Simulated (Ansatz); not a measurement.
Crystal: TcSe2.

```
Tc Se
1.0
     1.92842    1.11337    5.83034
    -1.92842    1.11337    5.83034
     0.00000   -2.22675    5.83034
Tc Se
1 2
Direct
  0.00000 0.00000 0.00000
  0.25200 0.25200 0.25200
  0.74800 0.74800 0.74800
```

The cell was built by a generator and needn't be a form met in nature.

Base run:

| Quantity | Value |
| --- | --- |
| Program | Ansatz 0.2.0 |
| Functional | PBEsol |
| Potentials or basis | Ansatz PAW earlier set |
| Cutoff | 500 eV |
| Density cutoff | 2000 eV |
| k mesh | 6 × 6 × 6 |
| Occupations | gaussian, width 0.05 eV |
| Spin | collinear spin, ferromagnetic start |
| Starting moments | [0.5, 0.0, 0.0] μB |
| Hubbard terms | Tc d U = 3 eV |

Its results: band gap on the k mesh 0.06 eV, indirect (least direct gap 0.34 eV); pressure -5.6 GPa; net moment 3.00 μB per cell; site moments Tc +2.62; Se -0.06 μB; largest force 0.529 eV/Å.

Task: The run is repeated on the same cell with these changes: hubbard terms from Tc d U = 3 eV to Tc d U = 5 eV. What comes out?

Result: Band gap on the k mesh 0.08 eV, indirect (least direct gap 0.65 eV); pressure -3.3 GPa; net moment 3.00 μB per cell; site moments Tc +2.86; Se -0.16 μB; largest force 0.279 eV/Å.

Caveats: the magnetic or orbital state may not be the lowest; the PAW data sets come from PBE, with cores solved anew for the run's functional, which leaves a small shift of forces and pressure.

A k mesh can miss the band edges.

Not every run made on this cell is shown here.
